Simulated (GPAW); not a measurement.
# CsLiCr2Te2S3 (R32) in GPAW: a series of runs

One crystal, CsLiCr2Te2S3, is run at these levels: PBE; tasks: single point, atomic charges.

All numbers are computed with GPAW 26.7.0; they aren't measurements. Logs are shortened: lines on timing, memory, paths and dates and some standing lists are left out, and cuts for length are marked. The log counts tension as positive stress, the text compression.

## 1. The crystal as given

It takes space group R32 (No. 155, trigonal). Conventional cell: a = 6.639 Å, b = 6.639 Å, c = 20.639 Å, α = 90.00°, β = 90.00°, γ = 120.00°. Cs (site symmetry 32) has 6 Te at 3.84 Å and 6 S at 4.04 Å and 2 Cr at 4.16 Å as nearest neighbours. Li (site symmetry 32) is surrounded by 3 S at 2.41 Å. Around Cr (site symmetry 3) lie 3 S at 2.24 Å and 1 Te at 2.45 Å. Around Te (site symmetry 3) lie 1 Cr at 2.45 Å. S (site symmetry 2) has 2 Cr at 2.24 Å and 1 Li at 2.41 Å as nearest neighbours.

The cell was built by a generator and needn't be a form met in nature.

## 2. Single point, PBE, collinear spin, ferromagnetic start

Contents of run.py:

```python
from ase import Atoms
from ase.dft.bandgap import bandgap
from ase.io import write
from ase.units import GPa
from gpaw import GPAW, PW

atoms = Atoms(['Cs', 'Li', 'Cr', 'Cr', 'Te', 'Te', 'S', 'S', 'S'],
              cell=[[3.3192902327, 1.9163931094, 6.87982],
                    [-3.3192902327, 1.9163931094, 6.87982],
                    [0.0, -3.8327862188, 6.87982]],
              scaled_positions=[[0.0, 0.0, 0.0],
                                [0.5, 0.5, 0.5],
                                [0.79848, 0.79848, 0.79848],
                                [0.20152, 0.20152, 0.20152],
                                [0.6799, 0.6799, 0.6799],
                                [0.3201, 0.3201, 0.3201],
                                [0.13626, 0.86374, 0.5],
                                [0.5, 0.13626, 0.86374],
                                [0.86374, 0.5, 0.13626]],
              pbc=True)
atoms.set_initial_magnetic_moments([0.0, 0.0, 3.0, 3.0, 0.0, 0.0, 0.0, 0.0, 0.0])

calc = GPAW(mode=PW(800),
            xc='PBE',
            kpts={'size': (3, 3, 3), 'gamma': True},
            occupations={'name': 'fermi-dirac', 'width': 0.05},
            nbands=49,
            convergence={'density': 1e-05, 'energy': 1e-05},
            maxiter=150,
            txt='gpaw.txt')
atoms.calc = calc
energy = atoms.get_potential_energy()
forces = atoms.get_forces()
stress = atoms.get_stress()
calc.write('gs.gpw')
write('result.traj', atoms)
print(f'Energy: {energy:.6f} eV')
print('Forces (eV/A):')
print(forces.round(4))
print('Stress (GPa):', (stress / GPa).round(3))
print('Moments:', calc.get_magnetic_moments().round(3))
print('Fermi level:', round(calc.get_fermi_level(), 4), 'eV')
print(f'Gap: {bandgap(calc)[0]:.4f} eV, direct: {bandgap(calc, direct=True)[0]:.4f} eV')
```

Potentials or basis: GPAW PAW data sets (gpaw-data 1.2.1), pw.

Run with:

```sh
$ OMP_NUM_THREADS=1 python run.py
```

gpaw.txt:

```text
__  _  _
 | _ |_)|_||  |
 |__||  | ||/\| - 26.7.0

Input parameters:
  mode=PW(ecut=800.0),
  convergence={'density': 1e-05, 'energy': 1e-05},
  kpts=MonkhorstPack(size=(3, 3, 3), gamma=True),
  maxiter=150,
  nbands=49,
  occupations=Occupations(name='fermi-dirac', width=0.05),
  xc=XC(name='PBE')

Diagonalizing LCAO Hamiltonian
Converting LCAO to pw mode

               Cr

               Te

                   S
        S      Li

                S

               Te

               Cr

               Cs

Atoms  # Å, Bohr magnetons
|   | symbol |         x |         y |         z |    initial magnetic moments |
|---|--------|-----------|-----------|-----------|-----------------------------|
| 0 |     Cs |  0.000000 |  0.000000 |  0.000000 | ( 0.0000,  0.0000,  0.0000) |
| 1 |     Li |  0.000000 |  0.000000 | 10.319730 | ( 0.0000,  0.0000,  0.0000) |
| 2 |     Cr | -0.000000 |  0.000000 | 16.480196 | ( 0.0000,  0.0000,  3.0000) |
| 3 |     Cr | -0.000000 | -0.000000 |  4.159264 | ( 0.0000,  0.0000,  3.0000) |
| 4 |     Te | -0.000000 | -0.000000 | 14.032769 | ( 0.0000,  0.0000,  0.0000) |
| 5 |     Te |  0.000000 | -0.000000 |  6.606691 | ( 0.0000,  0.0000,  0.0000) |
| 6 |      S | -2.414717 | -0.000000 | 10.319730 | ( 0.0000,  0.0000,  0.0000) |
| 7 |      S |  1.207359 | -2.091206 | 10.319730 | ( 0.0000,  0.0000,  0.0000) |
| 8 |      S |  1.207359 |  2.091206 | 10.319730 | ( 0.0000,  0.0000,  0.0000) |

Unit cell  # Å
| periodic |         x |         y |        z |  lengths |    angles |
|----------|-----------|-----------|----------|----------|-----------|
|      yes |  3.319290 |  1.916393 | 6.879820 | 7.875416 | 49.855481 |
|      yes | -3.319290 |  1.916393 | 6.879820 | 7.875416 | 49.855481 |
|      yes |  0.000000 | -3.832786 | 6.879820 | 7.875416 | 49.855481 |

Number of symmetries: 6
Symmetry operations  # r_c * U_cc + t_c -> r_c
|   | kind |            matrix            |
|---|------|------------------------------|
| 0 |  E   |  1, 0, 0,  0, 1, 0,  0, 0, 1 |
| 1 |  C3  |  0, 1, 0,  0, 0, 1,  1, 0, 0 |
| 2 |  C3  |  0, 0, 1,  1, 0, 0,  0, 1, 0 |
| 3 |  C2  |  0, 0,-1,  0,-1, 0, -1, 0, 0 |
| 4 |  C2  |  0,-1, 0, -1, 0, 0,  0, 0,-1 |
| 5 |  C2  | -1, 0, 0,  0, 0,-1,  0,-1, 0 |

BZ-sampling:
  Number of BZ points: 27
  Number of IBZ points: 6

  Monkhorst-Pack size: [3, 3, 3]
  Monkhorst-Pack shift: [0, 0, 0]

K-points  # in reciprocal-cell coordinates
|   |                                coordinates |     weight |
|---|--------------------------------------------|------------|
| 0 | (  0.00000000,   0.00000000,   0.00000000) | 0.03703704 |
| 1 | (  0.33333333,   0.00000000,  -0.33333333) | 0.22222222 |
| 2 | (  0.33333333,   0.00000000,   0.00000000) | 0.22222222 |
| 3 | (  0.33333333,   0.33333333,  -0.33333333) | 0.22222222 |
| 4 | (  0.33333333,   0.33333333,   0.00000000) | 0.22222222 |
| 5 | (  0.33333333,   0.33333333,   0.33333333) | 0.07407407 |

Plane wave coefficients: 13508
Cutoff: 800.0 eV

Spin-components: 2 (collinear spins)
Bands:           49
Projectors:      45
Spin-degeneracy: 1
Datatype:        complex128

Parallelization:
  kpt:    1
  domain: 1
  band:   1

Density:
  Valence electrons: 52.0
  Components: 2
  Grid points: [54 54 54]
  Charge: 0.0  # |e|

Potential:
  Grid points: [54 54 54]

species:
  Cs:
    name:    Caesium
    Z:       55.0
    valence: 9
    core:    46
    charge:  0.0  # [|e|]
    compensation charges:
      type: gauss
      rc: 0.33  # [Å]
      lmax: 2
    cutoffs:
      filter: 2.06  # [Å]
      core: 2.51  # [Å]
    projectors
    | kind |    occ | energy [eV] | rcut [Å] |
    |------|--------|-------------|----------|
    |   5s |  2.000 |     -26.706 |    1.164 |
    |   6s |  1.000 |      -2.085 |    1.164 |
    |   5p |  6.000 |     -13.523 |    1.058 |
    |    p |        |      13.688 |    1.058 |
    |    d |        |       0.000 |    1.058 |

    Using partial waves for Cs as LCAO basis

  Li:
    name:    Lithium
    Z:       3.0
    valence: 1
    core:    2
    charge:  0.0  # [|e|]
    compensation charges:
      type: gauss
      rc: 0.33  # [Å]
      lmax: 2
    cutoffs:
      filter: 1.91  # [Å]
      core: 2.55  # [Å]
    projectors
    | kind |    occ | energy [eV] | rcut [Å] |
    |------|--------|-------------|----------|
    |   2s |  1.000 |      -2.874 |    1.058 |
    |   2p |  0.000 |      -1.090 |    1.058 |
    |    s |        |      24.337 |    1.058 |

    Using partial waves for Li as LCAO basis

  Cr:
    name:    Chromium
    Z:       24.0
    valence: 6
    core:    18
    charge:  0.0  # [|e|]
    compensation charges:
      type: gauss
      rc: 0.35  # [Å]
      lmax: 2
    cutoffs:
      filter: 2.14  # [Å]
      core: 3.04  # [Å]
    projectors
    | kind |    occ | energy [eV] | rcut [Å] |
    |------|--------|-------------|----------|
    |   4s |  1.000 |      -4.007 |    1.164 |
    |   4p |  0.000 |      -0.989 |    1.217 |
    |   3d |  5.000 |      -2.913 |    1.111 |
    |    s |        |      23.205 |    1.164 |
    |    p |        |      26.223 |    1.217 |
    |    d |        |      24.299 |    1.111 |

    Using partial waves for Cr as LCAO basis

  Te:
    name:    Tellurium
    Z:       52.0
    valence: 6
    core:    46
    charge:  0.0  # [|e|]
    compensation charges:
      type: gauss
      rc: 0.36  # [Å]
      lmax: 2
    cutoffs:
      filter: 2.09  # [Å]
      core: 3.17  # [Å]
    projectors
    | kind |    occ | energy [eV] | rcut [Å] |
    |------|--------|-------------|----------|
    |   5s |  2.000 |     -15.089 |    1.180 |
    |   5p |  4.000 |      -5.955 |    1.196 |
    |    s |        |      12.123 |    1.180 |
    |    p |        |      21.256 |    1.196 |
    |    d |        |       0.000 |    1.238 |

    Using partial waves for Te as LCAO basis

  S:
    name:    Sulfur
    Z:       16.0
    valence: 6
    core:    10
    charge:  0.0  # [|e|]
    compensation charges:
      type: gauss
      rc: 0.24  # [Å]
      lmax: 2
    cutoffs:
      filter: 1.77  # [Å]
      core: 1.66  # [Å]
    projectors
    | kind |    occ | energy [eV] | rcut [Å] |
    |------|--------|-------------|----------|
    |   3s |  2.000 |     -17.254 |    0.974 |
    |   3p |  4.000 |      -7.008 |    0.979 |
    |    s |        |       9.957 |    0.974 |
    |    p |        |      20.203 |    0.979 |
    |    d |        |       0.000 |    0.900 |

    Using partial waves for S as LCAO basis

Reference energy: -671321.845766  # eV

eigensolver:
  PPCG
  Converge bands: occupied
  niter=2

density mixing:
  MSR1-Mixer
  Pratt-step length: 0.05
  Maximum mixing coefficient: 0.75
  Old densities: 10
  SVD Regularization: 0.005
  Good broyden scale: 1.0
  Trust region scale: 1.0
  Backstep threshold: 4.0
  History deletion threshold: 6.0
  Fourier metric: weight=20.0, sigma=0.015

occupation numbers:
  Fermi-Dirac:
    width: 0.0500  # eV

poisson solver:
  ecut: 6400.0  # eV

xc functional:
  name: PBE with 2 nearest neighbor stencil

convergence criteria:
- Maximum integral of absolute [dens]ity change: 1e-05 electrons / valence electron
- Maximum [total energy] change in last 3 cyles: 1e-05 eV / valence electron
- Maximum integral of absolute [eigenst]ate change: 4e-08 eV^2 / valence electron
maximum number of iterations: 150

SCF iterations
|iter     | |      energy | eigst |  dens |  magmom |
|---------|-|-------------|-------|-------|---------|
|iter:   1| |  -48.615130 | +0.31 |       |  +5.9880|
|iter:   2| |  -45.853855 | -1.06 | -0.70 |  +5.9167|
|iter:   3| |  -45.653129 | -2.24 | -0.94 |  +5.7977|
|iter:   4| |  -45.459253 | -2.27 | -1.00 |  +5.3809|
|iter:   5| |  -45.465562 | -2.19 | -1.11 |  +4.8232|
|iter:   6| |  -45.536147 | -2.59 | -1.33 |  +4.3324|
|iter:   7| |  -45.552966 | -3.16 | -1.63 |  +4.1504|
|iter:   8| |  -45.562532 | -3.49 | -1.91 |  +3.9991|
|iter:   9| |  -45.563777 | -4.29 | -2.40 |  +4.0000|
|iter:  10| |  -45.564104 | -4.87 | -2.81 |  +4.0031|
|iter:  11| |  -45.564164c| -5.52 | -3.19 |  +4.0090|
|iter:  12| |  -45.564176c| -6.10 | -3.54 |  +4.0100|
|iter:  13| |  -45.564176c| -6.64 | -3.91 |  +4.0097|
|iter:  14| |  -45.564176c| -7.14 | -4.31 |  +4.0093|
|iter:  15| |  -45.564175c| -7.62c| -4.81 |  +4.0093|
|iter:  16| |  -45.564175c| -7.89c| -5.19c|  +4.0093|

Converged in 16 steps
Energy contributions relative to reference atoms: (reference = -671321.845766)

Energy contributions:
  Kinetic:          16.111232
  Coulomb:         -28.256336
  Zero:              0.969465
  External:          0.000000
  Xc:              -34.379699
  Entropy:          -0.017673
  Spinorbit:         0.000000
  ----------------------------
  Free energy:     -45.573012
  Extrapolated:    -45.564175

dipole moment: (-0.000000, -0.000000, -116.081817)  # |e|*Ang

Total magnetic moment: (0.000000, 0.000000, 4.009277)

Local magnetic moments
|        x |        y |         z |
|----------|----------|-----------|
| 0.000000 | 0.000000 | -0.005985 |  # Cs   0
| 0.000000 | 0.000000 |  0.005587 |  # Li   1
| 0.000000 | 0.000000 |  2.248190 |  # Cr   2
| 0.000000 | 0.000000 |  2.248190 |  # Cr   3
| 0.000000 | 0.000000 | -0.201955 |  # Te   4
| 0.000000 | 0.000000 | -0.201955 |  # Te   5
| 0.000000 | 0.000000 | -0.066256 |  # S    6
| 0.000000 | 0.000000 | -0.066256 |  # S    7
| 0.000000 | 0.000000 | -0.066256 |  # S    8

Fermi level: 3.588
Eigenvalues  # (at kpt = [0.000, 0.000, 0.000])
| band index |      eig [eV] | occ [0-1] |      eig [eV] | occ [0-1] |
|------------|---------------|-----------|---------------|-----------|
|          0 |       -17.529 |     1.000 |       -17.536 |     1.000 |
|        ... |               |           |               |           |
|         18 |         1.088 |     1.000 |         1.582 |     1.000 |
|         19 |         1.239 |     1.000 |         1.582 |     1.000 |
|         20 |         1.239 |     1.000 |         1.622 |     1.000 |
|         21 |         1.416 |     1.000 |         1.897 |     1.000 |
|         22 |         2.144 |     1.000 |         3.417 |     0.968 |
|         23 |         2.144 |     1.000 |         3.417 |     0.968 |
|         24 |         3.132 |     1.000 |         4.392 |     0.000 |
|         25 |         3.132 |     1.000 |         4.392 |     0.000 |
|         26 |         3.463 |     0.925 |         4.718 |     0.000 |
|         27 |         3.464 |     0.924 |         4.719 |     0.000 |
|         28 |         3.711 |     0.079 |         4.748 |     0.000 |
|         29 |         3.966 |     0.001 |         5.490 |     0.000 |
|         30 |         3.966 |     0.001 |         5.491 |     0.000 |
|         31 |         5.339 |     0.000 |         6.320 |     0.000 |
|         32 |         5.417 |     0.000 |         6.654 |     0.000 |
|         33 |         5.418 |     0.000 |         6.654 |     0.000 |
|        ... |               |           |               |           |
|         48 |        12.252 |     0.000 |        11.849 |     0.000 |

No gap
No difference between direct/indirect transitions

Forces  # eV/Ang
|        x |        y |        z |
|----------|----------|----------|
|  0.00000 |  0.00000 |  0.00000 |  # Cs   0
|  0.00000 |  0.00000 | -0.00000 |  # Li   1
|  0.00000 |  0.00000 | -0.09756 |  # Cr   2
|  0.00000 |  0.00000 |  0.09756 |  # Cr   3
|  0.00000 | -0.00000 |  0.01916 |  # Te   4
|  0.00000 |  0.00000 | -0.01916 |  # Te   5
|  0.05919 |  0.00000 |  0.00000 |  # S    6
| -0.02959 |  0.05126 | -0.00000 |  # S    7
| -0.02959 | -0.05126 | -0.00000 |  # S    8

Stress tensor  # eV/Ang^3
|         x |         y |        z |
|-----------|-----------|----------|
| -0.002157 |  0.000000 | 0.000000 |
| -0.000000 | -0.002157 | 0.000000 |
|  0.000000 |  0.000000 | 0.000398 |

# Writing to gs.gpw (mode='')
```

It took 4.4 min on 1 thread of Intel Xeon 6975P-C (Granite Rapids), shared host; peak memory 0.73 GiB.

What came out:

- Free energy: -45.5730 eV
- Pressure: 0.2 GPa
- Largest force: 0.098 eV/Å
- Band gap on the k mesh: none (metal or under the smearing width)
- Net moment: 4.01 μB per cell
- Site moments: Cs -0.01; Li +0.01; Cr +2.25; Te -0.20; S -0.07 μB

Forces in eV/Å, atoms in the order of the input:
```
Cs   0.000  0.000  0.000
Li   0.000  0.000  0.000
Cr   0.000  0.000 -0.098
Cr   0.000  0.000  0.098
Te   0.000  0.000  0.019
Te   0.000  0.000 -0.019
S    0.059  0.000  0.000
S   -0.030  0.051  0.000
S   -0.030 -0.051  0.000
```

Levels at points of the mesh, in eV from the Fermi level:
Spin up:
```csv
k point,band 26,band 27,band 28,band 29,band 30,band 31
"(0.00, 0.00, 0.00)",-0.46,-0.13,-0.12,0.12,0.38,0.38
```
Spin down:
```
           k point  band 22  band 23  band 24  band 25  band 26  band 27
(0.00, 0.00, 0.00)    -1.69    -0.17    -0.17     0.80     0.80     1.13
```

Caveat: the k mesh is coarse (spacing up to 0.38 Å⁻¹), so the values aren't converged; only a ferromagnetic start was run, and an antiferromagnetic order may lie lower in energy.

(Continued in part 2 of 2.)
